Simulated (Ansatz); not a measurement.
# CHBFSi− (SMILES FC1=B[SiH-]1): one structure at several levels

Aim: energy, forces and dipole at a structure displaced at random from a GFN2-xTB minimum, from CCSD(T) and from density functionals.

Computed with Ansatz 0.2.0, Gaussian basis. Level: single points in def2-TZVPPD.

Correlated methods freeze the cores.

## 1. Where the work starts

SMILES `FC1=B[SiH-]1`, 5 atoms, charge -1, spin multiplicity 1.

Atoms are counted from 1 here; the program's logs count them from 0.

Bond lengths: F1–C2 1.460 Å, C2–B3 1.381 Å, C2–Si4 1.815 Å, B3–Si4 1.892 Å, Si4–H5 1.511 Å. Angles: F1–C2–B3 156.6°, F1–C2–Si4 132.2°, B3–C2–Si4 71.1°, C2–B3–Si4 65.2°, C2–Si4–B3 43.7°, C2–Si4–H5 107.4°, B3–Si4–H5 151.1°.

Coordinates:

```csv
atom,x (Å),y (Å),z (Å)
F1,1.2567,-0.1913,1.3784
C2,0.3266,-0.5976,0.3292
B3,-0.3206,-1.4716,-0.5221
Si4,-0.7662,0.3508,-0.7660
H5,-0.6075,1.8105,-0.4079
```

## 2. CCSD(T)/def2-TZVPPD

File run/in.yaml:

```yaml
crystal:
  periodic: [false, false, false]
  atoms:
    - {symbol: F, position_ang: [1.256700, -0.191300, 1.378400]}
    - {symbol: C, position_ang: [0.326600, -0.597600, 0.329200]}
    - {symbol: B, position_ang: [-0.320600, -1.471600, -0.522100]}
    - {symbol: Si, position_ang: [-0.766200, 0.350800, -0.766000]}
    - {symbol: H, position_ang: [-0.607500, 1.810500, -0.407900]}
basis:
  gaussian: {orbitals: "def2-TZVPPD.json"}
total_charge: -1
correlation: {method: ccsd_t}
output: {forces: true}
```

The basis file named in the input lies beside it (Basis Set Exchange, JSON).

No record of the launch command was kept for these runs.

## 3. PBE0-D4/def2-TZVPPD

Edit run/in.yaml of step 2 so:

```diff
@@ -11,3 +11,3 @@
 total_charge: -1
-correlation: {method: ccsd_t}
-output: {forces: true}
+hamiltonian: {xc: pbe0, dispersion: d4}
+output: {forces: true, orbitals: {seedname: orbitals}}
```

## 4. wB97M-V/def2-TZVPPD

Edit run/in.yaml of step 3 so:

```diff
@@ -11,3 +11,3 @@
 total_charge: -1
-hamiltonian: {xc: pbe0, dispersion: d4}
-output: {forces: true, orbitals: {seedname: orbitals}}
+hamiltonian: {xc: {name: wB97M-V}}
+output: {forces: true}
```

## 5. r2SCAN-D4/def2-TZVPPD

Edit run/in.yaml of step 4 so:

```diff
@@ -11,3 +11,3 @@
 total_charge: -1
-hamiltonian: {xc: {name: wB97M-V}}
+hamiltonian: {xc: r2scan, dispersion: d4}
 output: {forces: true}
```

## 6. PBE-D4/def2-TZVPPD

Edit run/in.yaml of step 5 so:

```diff
@@ -11,3 +11,3 @@
 total_charge: -1
-hamiltonian: {xc: r2scan, dispersion: d4}
+hamiltonian: {xc: pbe, dispersion: d4}
 output: {forces: true}
```

## 7. CAM-B3LYP-D4/def2-TZVPPD

Edit run/in.yaml of step 6 so:

```diff
@@ -11,3 +11,3 @@
 total_charge: -1
-hamiltonian: {xc: pbe, dispersion: d4}
+hamiltonian: {xc: {name: CAM-B3LYP}, dispersion: d4}
 output: {forces: true}
```

## 8. BLYP-D4/def2-TZVPPD

Edit run/in.yaml of step 7 so:

```diff
@@ -11,3 +11,3 @@
 total_charge: -1
-hamiltonian: {xc: {name: CAM-B3LYP}, dispersion: d4}
+hamiltonian: {xc: {name: BLYP}, dispersion: d4}
 output: {forces: true}
```

(Steps that only read results are left out.)

**Question.** What will these runs give? Wanted: RMS force component; RMS force error; HOMO and LUMO, PBE0-D4; T1 diagnostic.

As calculated:

| quantity | value |
| --- | --- |
| RMS force component | 1.966 to 2.277 eV/Å over the methods |
| RMS force error | PBE0-D4 0.261, wB97M-V 0.341, r2SCAN-D4 0.227, PBE-D4 0.248, CAM-B3LYP-D4 0.453, BLYP-D4 0.376 eV/Å |
| HOMO and LUMO, PBE0-D4 | 0.52 and 3.01 eV |
| T1 diagnostic | 0.022 |

**Reading.** The forces of r2SCAN-D4 come nearest to CCSD(T), those of CAM-B3LYP-D4 are farthest. Frozen-core CCSD(T) forces in triple zeta carry basis errors of their own, and this is one geometry, so small gaps rank nothing. The restricted Hartree–Fock reference is unstable towards an unrestricted one at one or more of these structures.
